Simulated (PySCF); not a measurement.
# CoF₂: doublet, from a linear start

The task is one start of a wider search on CoF₂: the doublet, from a linear start. It is relaxed, tested by its Hessian and followed downhill if it is a saddle.

Program: PySCF 2.14.0. Level of theory: PBE0, basis Co def2-TZVP, F def2-TZVP, no relativity, density fitting. These are calculated values, not measurements.

## 1. Starting geometry

3 atoms, charge 0, spin multiplicity 2.

Bond lengths: Co1–F2 1.750 Å, Co1–F3 1.750 Å. Angles: F2–Co1–F3 180.0°.

```xyz
3
charge 0 multiplicity 2
Co    0.0000    0.0000    0.0000
F     0.0000    0.0000    1.7500
F     0.0000    0.0000   -1.7500
```

## 2. First SCF at the start

One driver script runs all steps and calls PySCF; scf.py shows how it sets up the SCF of each step. The optimiser is the driver's own. After this first run the driver tries any further starts and a stability analysis.

scf.py reads:

```python
from pyscf import gto, scf, dft
mol = gto.M(atom='''
Co     0.000000     0.000000     0.000000
F      0.000000     0.000000     1.750000
F      0.000000     0.000000    -1.750000''',
    basis={'Co': 'def2-TZVP', 'F': 'def2-TZVP'},
    charge=0, spin=1)
mf = dft.UKS(mol, xc='PBE0')
mf.grids.atom_grid = (50, 194)
aux = {'Co': 'def2-universal-JKFIT', 'F': 'def2-universal-JKFIT'}
mf = mf.density_fit(auxbasis=aux)
mf.conv_tol = 1e-08
mf.diis_space = 10
mf.max_cycle = 60
mf.init_guess = 'minao'
mf.verbose = 4
mf.kernel()
```

On the command line:

```bash
$ OMP_NUM_THREADS=4 python axn.py task.json out
```

What it wrote:

```text
init E= -1581.08746821431
[... the frontier-level lines of each cycle are left out ...]
cycle= 1 E= -1565.84850270079  delta_E= 15.2  |g|= 5.76  |ddm|= 9.08
cycle= 2 E= -1515.27770125646  delta_E= 50.6  |g|= 13.3  |ddm|= 13.6
cycle= 3 E= -1568.53381919804  delta_E= -53.3  |g|= 7.86  |ddm|=  8.5
cycle= 4 E= -1567.80897196239  delta_E= 0.725  |g|= 7.49  |ddm|= 2.12
cycle= 5 E= -1571.25811109801  delta_E= -3.45  |g|= 6.76  |ddm|= 1.52
cycle= 6 E= -1577.52603027218  delta_E= -6.27  |g|= 4.31  |ddm|= 2.24
cycle= 7 E= -1580.22327371281  delta_E= -2.7  |g|= 2.91  |ddm|= 0.599
cycle= 8 E= -1579.32341208279  delta_E=  0.9  |g|= 3.38  |ddm|= 0.531
cycle= 9 E= -1579.30610935944  delta_E= 0.0173  |g|=  3.3  |ddm|= 0.294
cycle= 10 E= -1580.87229621459  delta_E= -1.57  |g|=  2.2  |ddm|= 0.431
cycle= 11 E= -1582.06605016753  delta_E= -1.19  |g|= 0.347  |ddm|= 0.781
cycle= 12 E= -1582.05006631074  delta_E= 0.016  |g|= 0.473  |ddm|= 0.274
cycle= 13 E= -1582.10524341087  delta_E= -0.0552  |g|= 0.149  |ddm|= 0.151
cycle= 14 E= -1582.1122732494  delta_E= -0.00703  |g|= 0.0255  |ddm|= 0.0835
cycle= 15 E= -1582.11251554985  delta_E= -0.000242  |g|= 0.0234  |ddm|= 0.0262
cycle= 16 E= -1582.11267876733  delta_E= -0.000163  |g|= 0.0028  |ddm|= 0.0108
cycle= 17 E= -1582.11268886266  delta_E= -1.01e-05  |g|= 0.00175  |ddm|= 0.00472
cycle= 18 E= -1582.1126913899  delta_E= -2.53e-06  |g|= 0.000558  |ddm|= 0.00184
cycle= 19 E= -1582.11269274344  delta_E= -1.35e-06  |g|= 0.000346  |ddm|= 0.00219
cycle= 20 E= -1582.11269295442  delta_E= -2.11e-07  |g|= 9.33e-05  |ddm|= 0.000964
cycle= 21 E= -1582.11269296676  delta_E= -1.23e-08  |g|= 1.76e-05  |ddm|= 0.000227
cycle= 22 E= -1582.11269296779  delta_E= -1.03e-09  |g|= 1.09e-05  |ddm|= 6.56e-05
Extra cycle  E= -1582.11269296809  delta_E= -2.93e-10  |g|= 2.47e-05  |ddm|= 3.22e-05
converged SCF energy = -1582.11269296809  <S^2> = 0.76062815  2S+1 = 2.0106001
```

This step, with its further starts and checks, took 19 s on 4 threads of Arm Neoverse V1, shared host.

Energies from each starting density:

```
                      start   energy (Eh)
    the minimal-basis guess  -1582.112693
a thermally smeared density  -1582.137443
      a smeared PBE density  -1582.156682
```

This is not the lowest solution: one lies 127.8 kJ/mol lower, at -1582.16135 Eh, and the relaxation starts from that.

## 3. Relaxing the doublet from the linear start

The program finds D∞h symmetry in the start, which this walk keeps. The walk stops when the largest gradient is under 0.0003 Eh/bohr and the energy has settled too.

Changes to scf.py since step 2:

```diff
@@ -15 +14,0 @@
-mf.init_guess = 'minao'
```

The optimiser's trace:

```csv
step,energy (Eh),change (kJ/mol),largest symmetric gradient (Eh/bohr)
0,-1582.161351,0.00,0.01424
1,-1582.162184,-2.19,0.00182
2,-1582.162196,-2.22,0.00015
3,-1582.162196,-2.22,0.00001
```

The walk took 7.2 s.

End point (D∞h, 3 steps, 2.2 kJ/mol gained): Co–F 1.720 Å (×2); F–Co–F 180.0°.

## 4. Vibrations and properties at this point

On the finer grid the gradient is checked again; gradients at displacements of ±0.02 bohr then give force constants and infrared intensities.

Changes to scf.py since step 3:

```diff
@@ -4,2 +4,2 @@
-F      0.000000     0.000000     1.750000
-F      0.000000     0.000000    -1.750000''',
+F     -0.000000     0.000000     1.719797
+F      0.000000    -0.000000    -1.719797''',
@@ -9 +9 @@
-mf.grids.atom_grid = (50, 194)
+mf.grids.atom_grid = (75, 302)
@@ -12 +12 @@
-mf.conv_tol = 1e-08
+mf.conv_tol = 1e-10
```

The driver hands on the density of the step before, so the log starts near convergence.

SCF at the final geometry:

```text
init E= -1582.16207968913
[... the frontier-level lines of each cycle are left out ...]
cycle= 1 E= -1582.16207968915  delta_E= -1.89e-11  |g|= 9.18e-06  |ddm|= 8.77e-06
Extra cycle  E= -1582.1620796891  delta_E= 5.02e-11  |g|= 1.81e-05  |ddm|= 1.23e-05
converged SCF energy = -1582.1620796891  <S^2> = 1.7548846  2S+1 = 2.8318789
```

The whole step took 22 s.

Geometry: D∞h; Co–F 1.720 Å (×2); F–Co–F 180.0°.

Modes, for the most abundant isotopes:

```
ω (cm⁻¹)  IR (km/mol)     type
     164         38.5     bend
     164         38.5     bend
     613          0.0  stretch
     774          232  stretch
```

No imaginary mode, so this is a minimum.

Here the density breaks the symmetry of the frame, and no labels are given; pairs that should be degenerate can split.

Constants and moments:

```yaml
Dipole_moment: 0.00 D
Highest_occupied_level: -9.36 eV
Lowest_empty_level: -4.76 eV
Rotational_constants: 0.15 cm⁻¹
Zero-point_energy: 10.3 kJ/mol
Principal_polarisabilities: 14.7, 14.7, 29.4 bohr³
Atomisation_energy_without_zero-point_energy: 847 kJ/mol
Principal_traceless_quadrupole_moments_about_the_centre_of_mass: -12.94, 6.47, 6.47 D Å
Entropy_at_298.15_K_and_1_bar_electronic_part_spin_only: 258.0 J/(mol K)
Heat_capacity_Cp_at_298.15_K: 52.0 J/(mol K)
Enthalpy_at_298.15_K_above_0_K: 12.56 kJ/mol
Rotational_symmetry_number: 2
Spin_squared_⟨S²⟩: 1.755
```

Charges (e) and bond orders:

```json
{"atom": "Co1", "Mulliken": "1.00", "Löwdin": "0.60", "polar tensor": "1.42", "spin (Mulliken)": "0.88", "Mayer order to Co1": "–"}
{"atom": "F2,3", "Mulliken": "-0.50", "Löwdin": "-0.30", "polar tensor": "-0.71", "spin (Mulliken)": "0.06", "Mayer order to Co1": "0.85"}
```

Mulliken populations on Co1: s 6.36, p 12.21, d 7.43, f 0.00.

## 5. What came out

| quantity | value |
| --- | --- |
| minimum | broken-symmetry (Ms = 1/2), D∞h |
| geometry | Co–F 1.720 Å (×2); F–Co–F 180.0° |
| wavenumbers (cm⁻¹) | 164, 164, 613, 774 |
| dipole moment | 0.00 D |
| highest occupied, lowest empty level (either spin) | -9.36, -4.76 eV |
| polar-tensor charge of Co1 | +1.42 e |
| zero-point energy | 10.3 kJ/mol |
| entropy at 298.15 K | 258.0 J/(mol K) |
| atomisation energy (no zero-point energy) | 847 kJ/mol |
| ⟨S²⟩ | 1.755 |

The molecule stays D∞h, as typed, and the end point is a minimum. The determinant is spin-contaminated (⟨S²⟩ = 1.75 against 0.75), so it is no pure spin state. The strongest infrared band lies at 774 cm⁻¹ (stretch). The dipole vanishes although Co1 carries +1.4 e by the polar tensor: the bond dipoles cancel. The first SCF alone would have been 128 kJ/mol too high. Only this shape and spin were tried, so other structures or states may lie lower. The SCF density has lower symmetry than the nuclear frame. One determinant may miss the lowest occupation of an open d or f shell.

The search up to here took 48 s.
